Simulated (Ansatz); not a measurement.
# CsLi2: the cost of one run

Program: Ansatz 0.2.0. Level of theory: DFT PBE, scalar-relativistic, plane waves, PAW. These are calculated values, not measurements.

## (1) Starting point

The structure is tetragonal, space group P4/nmm (No. 129). The conventional cell has a = 4.388 Å, b = 4.388 Å, c = 6.696 Å, α = 90.00°, β = 90.00°, γ = 90.00°. Cs (site symmetry 4mm) has 9 Li at 2.88 to 3.11 Å as nearest neighbours. Li (site symmetry -4m2) is surrounded by 8 Li at 2.84 to 3.10 Å and 4 Cs at 2.97 Å. Li (site symmetry 4mm) is surrounded by 4 Li at 2.84 Å and 5 Cs at 2.88 to 3.11 Å.

As a file:

```cif
data_structure
_symmetry_space_group_name_H-M 'P4/nmm:1'
_symmetry_Int_Tables_number 129
_cell_length_a 4.3884
_cell_length_b 4.3884
_cell_length_c 6.6958
_cell_angle_alpha 90.000
_cell_angle_beta 90.000
_cell_angle_gamma 90.000
_cell_volume 128.95
loop_
_atom_site_label
_atom_site_type_symbol
_atom_site_symmetry_multiplicity
_atom_site_Wyckoff_symbol
_atom_site_fract_x
_atom_site_fract_y
_atom_site_fract_z
_atom_site_occupancy
Cs1 Cs 2 c 0.00000 0.50000 0.70000 1
Li1 Li 2 a 0.00000 0.00000 0.00000 1
Li2 Li 2 c 0.00000 0.50000 0.27000 1
```

This is candidate A: Cu2Sb type (P4/nmm, No. 129).

(A quick probe on a coarse mesh, which set the mesh and smearing, is not shown.)

## (3) Rough relaxation on the coarse mesh (candidate A)

Input file input.yaml:

```yaml
crystal:
  lattice:
    - [4.3883647832, 0.0, 0.0]
    - [0.0, 4.3883647832, 0.0]
    - [0.0, 0.0, 6.6957740217]
  atoms:
    - { symbol: Cs, position: [0.0, 0.5, 0.7] }
    - { symbol: Cs, position: [0.5, 0.0, 0.3] }
    - { symbol: Li, position: [0.0, 0.0, 0.0] }
    - { symbol: Li, position: [0.5, 0.5, 0.0] }
    - { symbol: Li, position: [0.0, 0.5, 0.27] }
    - { symbol: Li, position: [0.5, 0.0, 0.73] }
basis:
  ecutwfc: 420
kpoints:
  mp_grid: { grid: [4, 4, 4] }
hamiltonian:
  xc: pbe
scf:
  occupations: { method: gaussian, width: 0.1 }
  lower_state_search: "off"
output:
  forces: true
  stress: true
  eigenvalues: true
relax:
  adjacent_minimum: "off"
  f_tol: 0.04
  max_steps: 70
  cell: { stress_tol: 0.4 }
```

On the command line:

```bash
$ ansatz run input.yaml --threads 1 --pin off --max-ram 2560MiB --backend cpu --events-out ev --progress --plain --runs-dir out
```

What time and memory should one allow on 1 thread of Arm Neoverse N1, shared host?

About 2.2 min, with a peak of 0.47 GiB.
